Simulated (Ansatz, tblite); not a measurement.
# C₂₀H₁₂F₆S₃: removing and adding an electron

What does removing or adding an electron cost or gain for C₂₀H₁₂F₆S₃? Each charged state is run at several levels.

Program: Ansatz 0.2.0, Gaussian basis. Level of theory: as each input shows. These are calculated values, not measurements.

The runs, in order: charge +1 doublet, at the geometry of the singlet (PBE0-D4/def2-TZVP, PBE-D4/def2-TZVP, BHLYP-D4/def2-TZVP); charge -1 doublet, at the geometry of the singlet (PBE0-D4/def2-TZVP, PBE-D4/def2-TZVP, BHLYP-D4/def2-TZVP); the starting singlet's energies come from earlier runs.

### 1 The relaxed structure

The singlet was relaxed beforehand with PBE-D4/def2-SVP.

41 atoms, charge 0, spin multiplicity 1.

Atoms are counted from 1 here; the program's logs count them from 0.

Bond lengths: F1–C2 1.350 Å, C2–F3 1.344 Å, C2–F4 1.348 Å, C2–S5 1.836 Å, S5–C6 1.789 Å, C6–C7 1.409 Å, C6–C29 1.407 Å, C7–C8 1.398 Å, C7–H30 1.100 Å, C8–C9 1.411 Å, C8–H31 1.100 Å, C9–S10 1.780 Å, C9–C28 1.410 Å, S10–C11 1.781 Å, C11–C12 1.408 Å, C11–C27 1.413 Å, C12–C13 1.402 Å, C12–H32 1.100 Å and more. Angles: F1–C2–F3 108.6°, F1–C2–F4 107.0°, F1–C2–S5 112.5°, F3–C2–F4 108.7°, F3–C2–S5 107.6°, F4–C2–S5 112.4°, C2–S5–C6 97.9°, S5–C6–C7 120.1°, S5–C6–C29 119.9°, C7–C6–C29 119.9°, C6–C7–C8 120.2°, C6–C7–H30 119.5°, C8–C7–H30 120.3°, C7–C8–C9 119.9°, C7–C8–H31 120.0°, C9–C8–H31 120.1°, C8–C9–S10 122.7°, C8–C9–C28 119.8° and more.

### 2 Charge +1 doublet at the fixed geometry, PBE0-D4/def2-TZVP

Contents of in.yaml:

```yaml
crystal:
  periodic: [false, false, false]
  atoms:
    - {symbol: F, position_ang: [5.526488, 2.078161, 1.466031]}
    - {symbol: C, position_ang: [6.424529, 2.374045, 0.502533]}
    - {symbol: F, position_ang: [7.415472, 3.098752, 1.049193]}
    - {symbol: F, position_ang: [5.786588, 3.134321, -0.409424]}
    - {symbol: S, position_ang: [7.177131, 0.873261, -0.240196]}
    - {symbol: C, position_ang: [5.677616, 0.135384, -0.877907]}
    - {symbol: C, position_ang: [4.879832, -0.676001, -0.046873]}
    - {symbol: C, position_ang: [3.713083, -1.262137, -0.546723]}
    - {symbol: C, position_ang: [3.323157, -1.027264, -1.882715]}
    - {symbol: S, position_ang: [1.894941, -1.795388, -2.616344]}
    - {symbol: C, position_ang: [0.700926, -1.804507, -1.295040]}
    - {symbol: C, position_ang: [-0.135413, -2.931014, -1.173076]}
    - {symbol: C, position_ang: [-1.158850, -2.947956, -0.214510]}
    - {symbol: C, position_ang: [-1.331326, -1.856520, 0.655724]}
    - {symbol: S, position_ang: [-2.566728, -1.948853, 1.939429]}
    - {symbol: C, position_ang: [-3.686608, -0.631484, 1.518085]}
    - {symbol: C, position_ang: [-4.589000, -0.222271, 2.524802]}
    - {symbol: C, position_ang: [-5.530858, 0.775572, 2.261276]}
    - {symbol: C, position_ang: [-5.579234, 1.388825, 0.996143]}
    - {symbol: C, position_ang: [-6.551134, 2.511820, 0.741271]}
    - {symbol: F, position_ang: [-6.052718, 3.707876, 1.151191]}
    - {symbol: F, position_ang: [-7.717991, 2.326222, 1.406822]}
    - {symbol: F, position_ang: [-6.845287, 2.638079, -0.575604]}
    - {symbol: C, position_ang: [-4.682042, 0.981471, -0.005383]}
    - {symbol: C, position_ang: [-3.744282, -0.026116, 0.246458]}
    - {symbol: C, position_ang: [-0.477693, -0.737053, 0.547521]}
    - {symbol: C, position_ang: [0.513695, -0.698761, -0.435773]}
    - {symbol: C, position_ang: [4.123268, -0.216168, -2.713704]}
    - {symbol: C, position_ang: [5.299922, 0.356113, -2.214795]}
    - {symbol: H, position_ang: [5.186975, -0.851362, 0.994324]}
    - {symbol: H, position_ang: [3.101482, -1.907309, 0.100465]}
    - {symbol: H, position_ang: [0.016356, -3.797057, -1.834646]}
    - {symbol: H, position_ang: [-1.825088, -3.819135, -0.129910]}
    - {symbol: H, position_ang: [-4.546559, -0.689591, 3.520425]}
    - {symbol: H, position_ang: [-6.236123, 1.085073, 3.046148]}
    - {symbol: H, position_ang: [-4.728245, 1.448664, -0.999683]}
    - {symbol: H, position_ang: [-3.057926, -0.346302, -0.549859]}
    - {symbol: H, position_ang: [-0.609230, 0.115081, 1.230898]}
    - {symbol: H, position_ang: [1.158576, 0.187060, -0.530752]}
    - {symbol: H, position_ang: [3.810939, -0.022553, -3.750941]}
    - {symbol: H, position_ang: [5.921358, 0.999024, -2.854900]}
basis:
  gaussian: {orbitals: def2-TZVP, fitting: {mean_field: def2-universal-jkfit}}
total_charge: 1
magnetization: {spin_polarized: true, initial_magnetization: 1}
hamiltonian: {xc: pbe0, dispersion: d4}
scf: {omitted_lower_state_checks: [starts]}
output: {orbitals: {seedname: orbitals}}
```

Run with:

```console
$ ansatz run in.yaml --threads 2 --pin off --events-out ev --progress --plain --max-ram 22528MiB --backend cuda --devices 0, --max-vram 18GiB
```

Standard output:

```text
Functional definition: PBE0
  name "PBE0"
  cite "Adamo & Barone, J. Chem. Phys. 110, 6158 (1999) doi:10.1063/1.478522"
  cite "Perdew, Burke & Ernzerhof, Phys. Rev. Lett. 77, 3865 (1996) doi:10.1103/PhysRevLett.77.3865"
  parent pbe
  parameter a = 0.25
  parameter kappa = 0.804
  parameter beta = 0.06672455060314922
  exchange = (1 - a)*pbe_x(kappa = kappa, mu = beta*pi^2/3) + a*exact_x
  correlation = pbe_c(beta = beta)
these checks for a lower state are left out or cut short: starts
2562 factors; integrals over basis functions are off by at most 1.6e0 eV
mean field evaluation 1: about -69656.6276 eV, gradient 9.5e1 eV
mean field evaluation 2: about -69318.4102 eV, gradient 2.2e2 eV
mean field evaluation 4: about -69694.7926 eV, gradient 2.8e1 eV
mean field evaluation 8: about -69699.6003 eV, gradient 2.4e0 eV
mean field evaluation 16: about -69699.6338 eV, gradient 3.4e-2 eV
mean field -69699.63382159 eV, -2561.4142988347 hartree, gradient 4.4e-5 eV, S^2 0.763066; 0 other end points of the search recorded, 0 dependent functions left out
reference -69699.63388207 eV, -2561.4143010573 hartree; 117, 116 occupied and 872, 873 virtual orbitals, 2562 factors
Total energy: -69701.10662302 eV, -2561.4684232890 hartree
Checks for a lower state left out: starts
```

Run time: 20 s. Hardware: 1 × H100 (card shared with other runs) with 2 threads of AMD EPYC 7R13, shared host; peak host memory 1.6 GiB.

Report: HOMO -9.85 eV, LUMO -8.82 eV (over both spins); ⟨S²⟩ 0.763 (pure: 0.75).

### 3 Charge +1 doublet at the fixed geometry, PBE-D4/def2-TZVP

start.molden holds the orbitals of an earlier run on this state, given as this run's starting guess.

in.yaml, as its differences from that of step 2:

```diff
@@ -45,6 +45,6 @@
 basis:
-  gaussian: {orbitals: def2-TZVP, fitting: {mean_field: def2-universal-jkfit}}
+  gaussian: {orbitals: def2-TZVP, fitting: {mean_field: def2-universal-jkfit}, initial_orbitals: start.molden}
 total_charge: 1
 magnetization: {spin_polarized: true, initial_magnetization: 1}
-hamiltonian: {xc: pbe0, dispersion: d4}
+hamiltonian: {xc: pbe, dispersion: d4}
 scf: {omitted_lower_state_checks: [starts]}
```

Launched as before.

Standard output:

```text
Functional definition: PBE
  name "PBE"
  cite "Perdew, Burke & Ernzerhof, Phys. Rev. Lett. 77, 3865 (1996) doi:10.1103/PhysRevLett.77.3865"
  parent pbe
  parameter kappa = 0.804
  parameter beta = 0.06672455060314922
  exchange = pbe_x(kappa = kappa, mu = beta*pi^2/3)
  correlation = pbe_c(beta = beta)
these checks for a lower state are left out or cut short: starts
2562 factors; integrals over basis functions are off by at most 1.6e0 eV
mean field evaluation 1: about -69695.6828 eV, gradient 1.8e1 eV
mean field evaluation 2: about -69696.3002 eV, gradient 6.4e-1 eV
mean field evaluation 4: about -69696.3118 eV, gradient 4.9e-1 eV
mean field evaluation 8: about -69696.2987 eV, gradient 2.9e-4 eV
mean field -69696.29865768 eV, -2561.2917338216 hartree, gradient 1.6e-5 eV, S^2 0.752353; 0 other end points of the search recorded, 0 dependent functions left out
reference -69696.29873839 eV, -2561.2917367878 hartree; 117, 116 occupied and 872, 873 virtual orbitals, 2562 factors
Total energy: -69698.00372744 eV, -2561.3543939798 hartree
Checks for a lower state left out: starts
```

Wall time 13 s (1 × H100 (card shared with other runs) with 2 threads of AMD EPYC 7R13, shared host); peak host memory 1.4 GiB.

From the report: HOMO -9.03 eV, LUMO -8.92 eV (over both spins); ⟨S²⟩ 0.752 (pure: 0.75).

### 4 Charge +1 doublet at the fixed geometry, BHLYP-D4/def2-TZVP

in.yaml, as its differences from that of step 3:

```diff
@@ -48,3 +48,3 @@
 magnetization: {spin_polarized: true, initial_magnetization: 1}
-hamiltonian: {xc: pbe, dispersion: d4}
+hamiltonian: {xc: {name: BHLYP}, dispersion: d4}
 scf: {omitted_lower_state_checks: [starts]}
```

The command is unchanged.

Standard output:

```text
Functional definition: BHLYP
  name "BHLYP"
  cite "Becke, J. Chem. Phys. 98, 1372 (1993) doi:10.1063/1.464304"
  cite "Becke, Phys. Rev. A 38, 3098 (1988) doi:10.1103/PhysRevA.38.3098"
  cite "Lee, Yang & Parr, Phys. Rev. B 37, 785 (1988) doi:10.1103/PhysRevB.37.785"
  parameter a = 0.5
  exchange = (1 - a)*b88_x + a*exact_x
  correlation = lyp_c
these checks for a lower state are left out or cut short: starts
2562 factors; integrals over basis functions are off by at most 1.6e0 eV
mean field evaluation 1: about -69730.8645 eV, gradient 1.4e1 eV
mean field evaluation 2: about -69731.3757 eV, gradient 6.1e-1 eV
mean field evaluation 4: about -69731.3815 eV, gradient 5.9e-2 eV
mean field evaluation 8: about -69731.3817 eV, gradient 2.0e-5 eV
mean field -69731.38167926 eV, -2562.5810110848 hartree, gradient 1.4e-5 eV, S^2 0.785562; 0 other end points of the search recorded, 0 dependent functions left out
reference -69731.38205907 eV, -2562.5810250423 hartree; 117, 116 occupied and 872, 873 virtual orbitals, 2562 factors
Total energy: -69733.40560462 eV, -2562.6553889699 hartree
Checks for a lower state left out: starts
```

Wall time 21 s (1 × H100 (card shared with other runs) with 2 threads of AMD EPYC 7R13, shared host); peak host memory 1.6 GiB.

From the report: HOMO -10.32 eV, LUMO -8.40 eV (over both spins); ⟨S²⟩ 0.786 (pure: 0.75).

### 5 Vertical ionisation energy

Charged state less starting state, singlet to doublet; the starting state's energies are those of its earlier runs.

```tsv
level	vertical ionisation energy (eV)	time
PBE-D4/def2-TZVP	+7.27	20 s
PBE0-D4/def2-TZVP	+7.68	31 s
BHLYP-D4/def2-TZVP	+7.89	31 s
```

Times add the two runs; a level without a time comes out of a correlated run.

Beside −ε(HOMO) of the starting state:

```tsv
level	−ε(HOMO) (eV)	by difference (eV)	mismatch (eV)
PBE-D4/def2-TZVP	5.49	7.27	-1.78
PBE0-D4/def2-TZVP	6.46	7.68	-1.22
BHLYP-D4/def2-TZVP	7.27	7.89	-0.62
```

### 6 Charge -1 doublet at the fixed geometry, PBE0-D4/def2-TZVP

in.yaml, as its differences from that of step 4:

```diff
@@ -45,6 +45,6 @@
 basis:
-  gaussian: {orbitals: def2-TZVP, fitting: {mean_field: def2-universal-jkfit}, initial_orbitals: start.molden}
-total_charge: 1
+  gaussian: {orbitals: def2-TZVP, fitting: {mean_field: def2-universal-jkfit}}
+total_charge: -1
 magnetization: {spin_polarized: true, initial_magnetization: 1}
-hamiltonian: {xc: {name: BHLYP}, dispersion: d4}
+hamiltonian: {xc: pbe0, dispersion: d4}
 scf: {omitted_lower_state_checks: [starts]}
```

Launched as before.

Standard output (excerpt; [...] marks lines left out):

```text
Functional definition: PBE0
  name "PBE0"
  cite "Adamo & Barone, J. Chem. Phys. 110, 6158 (1999) doi:10.1063/1.478522"
  cite "Perdew, Burke & Ernzerhof, Phys. Rev. Lett. 77, 3865 (1996) doi:10.1103/PhysRevLett.77.3865"
  parent pbe
[...]
2562 factors; integrals over basis functions are off by at most 1.6e0 eV
[...]
mean field -69707.94218073 eV, -2561.7196254015 hartree, gradient 1.2e-5 eV, S^2 0.757299; 0 other end points of the search recorded, 0 dependent functions left out
reference -69707.94224295 eV, -2561.7196276880 hartree; 118, 117 occupied and 871, 872 virtual orbitals, 2562 factors
Total energy: -69709.48590577 eV, -2561.7763562504 hartree
Checks for a lower state left out: starts
```

Run time: 18 s. Hardware: 1 × H100 (card shared with other runs) with 2 threads of AMD EPYC 7R13, shared host; peak host memory 1.8 GiB.

HOMO 0.45 eV, LUMO 1.30 eV (over both spins); ⟨S²⟩ 0.757 (pure: 0.75). Doubts: highest occupied level lies above zero.

### 7 Charge -1 doublet at the fixed geometry, PBE-D4/def2-TZVP

in.yaml, as its differences from that of step 6:

```diff
@@ -45,6 +45,6 @@
 basis:
-  gaussian: {orbitals: def2-TZVP, fitting: {mean_field: def2-universal-jkfit}}
+  gaussian: {orbitals: def2-TZVP, fitting: {mean_field: def2-universal-jkfit}, initial_orbitals: start.molden}
 total_charge: -1
 magnetization: {spin_polarized: true, initial_magnetization: 1}
-hamiltonian: {xc: pbe0, dispersion: d4}
+hamiltonian: {xc: pbe, dispersion: d4}
 scf: {omitted_lower_state_checks: [starts]}
```

Launched as before.

Standard output:

```text
Functional definition: PBE
  name "PBE"
  cite "Perdew, Burke & Ernzerhof, Phys. Rev. Lett. 77, 3865 (1996) doi:10.1103/PhysRevLett.77.3865"
  parent pbe
  parameter kappa = 0.804
  parameter beta = 0.06672455060314922
  exchange = pbe_x(kappa = kappa, mu = beta*pi^2/3)
  correlation = pbe_c(beta = beta)
these checks for a lower state are left out or cut short: starts
2562 factors; integrals over basis functions are off by at most 1.6e0 eV
mean field evaluation 1: about -69703.8439 eV, gradient 1.8e1 eV
mean field evaluation 2: about -69704.4658 eV, gradient 6.7e-1 eV
mean field evaluation 4: about -69704.4666 eV, gradient 2.2e-1 eV
mean field evaluation 8: about -69704.4670 eV, gradient 4.5e-5 eV
mean field evaluation 16: about -69704.4670 eV, gradient 3.8e-6 eV
mean field -69704.46704328 eV, -2561.5919164558 hartree, gradient 3.8e-6 eV, S^2 0.751797; 0 other end points of the search recorded, 0 dependent functions left out
reference -69704.46712874 eV, -2561.5919195963 hartree; 118, 117 occupied and 871, 872 virtual orbitals, 2562 factors
Total energy: -69706.25406300 eV, -2561.6575882192 hartree
Checks for a lower state left out: starts
```

Wall time 11 s (1 × H100 (card shared with other runs) with 2 threads of AMD EPYC 7R13, shared host); peak host memory 1.7 GiB.

From the report: HOMO 0.65 eV, LUMO 0.81 eV (over both spins); ⟨S²⟩ 0.752 (pure: 0.75). Doubts: highest occupied level lies above zero.

### 8 Charge -1 doublet at the fixed geometry, BHLYP-D4/def2-TZVP

in.yaml, as its differences from that of step 7:

```diff
@@ -48,3 +48,3 @@
 magnetization: {spin_polarized: true, initial_magnetization: 1}
-hamiltonian: {xc: pbe, dispersion: d4}
+hamiltonian: {xc: {name: BHLYP}, dispersion: d4}
 scf: {omitted_lower_state_checks: [starts]}
```

The command is unchanged.

Standard output:

```text
Functional definition: BHLYP
  name "BHLYP"
  cite "Becke, J. Chem. Phys. 98, 1372 (1993) doi:10.1063/1.464304"
  cite "Becke, Phys. Rev. A 38, 3098 (1988) doi:10.1103/PhysRevA.38.3098"
  cite "Lee, Yang & Parr, Phys. Rev. B 37, 785 (1988) doi:10.1103/PhysRevB.37.785"
  parameter a = 0.5
  exchange = (1 - a)*b88_x + a*exact_x
  correlation = lyp_c
these checks for a lower state are left out or cut short: starts
2562 factors; integrals over basis functions are off by at most 1.6e0 eV
mean field evaluation 1: about -69738.9579 eV, gradient 1.4e1 eV
mean field evaluation 2: about -69739.4638 eV, gradient 6.3e-1 eV
mean field evaluation 4: about -69739.4755 eV, gradient 2.1e-1 eV
mean field evaluation 8: about -69739.4760 eV, gradient 3.6e-5 eV
mean field -69739.47600875 eV, -2562.8784722069 hartree, gradient 1.1e-5 eV, S^2 0.767170; 0 other end points of the search recorded, 0 dependent functions left out
reference -69739.47639561 eV, -2562.8784864238 hartree; 118, 117 occupied and 871, 872 virtual orbitals, 2562 factors
Total energy: -69741.59319253 eV, -2562.9562772758 hartree
Checks for a lower state left out: starts
```

Run time: 13 s. Hardware: 1 × H100 (card shared with other runs) with 2 threads of AMD EPYC 7R13, shared host; peak host memory 1.7 GiB.

Report: HOMO 0.29 eV, LUMO 2.15 eV (over both spins); ⟨S²⟩ 0.767 (pure: 0.75). Doubts: highest occupied level lies above zero.

### 9 Vertical electron affinity

Starting state less charged state (positive: the electron is bound), singlet to doublet; the starting state's energies are those of its earlier runs.

```tsv
level	vertical electron affinity (eV)	time
PBE-D4/def2-TZVP	+0.98	18 s
PBE0-D4/def2-TZVP	+0.70	29 s
BHLYP-D4/def2-TZVP	+0.30	22 s
```

Times add the two runs; a level without a time comes out of a correlated run.

Beside −ε(LUMO) of the starting state:

```tsv
level	−ε(LUMO) (eV)	by difference (eV)	mismatch (eV)
PBE-D4/def2-TZVP	2.59	0.98	+1.61
PBE0-D4/def2-TZVP	1.80	0.70	+1.10
BHLYP-D4/def2-TZVP	0.82	0.30	+0.52
```

### 10 Outcome

```
                                            quantity                                value
vertical ionisation energy, functionals in def2-TZVP  7.27 (PBE-D4) to 7.89 eV (BHLYP-D4)
vertical electron affinity, functionals in def2-TZVP  0.30 (BHLYP-D4) to 0.98 eV (PBE-D4)
```

**Reading.** The vertical ionisation energy spans 7.27 to 7.89 eV over the functionals. −ε(HOMO) misses the level's own difference by -0.62 eV at best (BHLYP-D4) and -1.78 eV at worst (PBE-D4). The vertical electron affinity spans 0.30 to 0.98 eV over the functionals. The anion's highest level lies above zero where self-interaction lifts it, so diffuse functions weigh on these values. −ε(LUMO) misses the level's own difference by +0.52 eV at best (BHLYP-D4) and +1.61 eV at worst (PBE-D4).
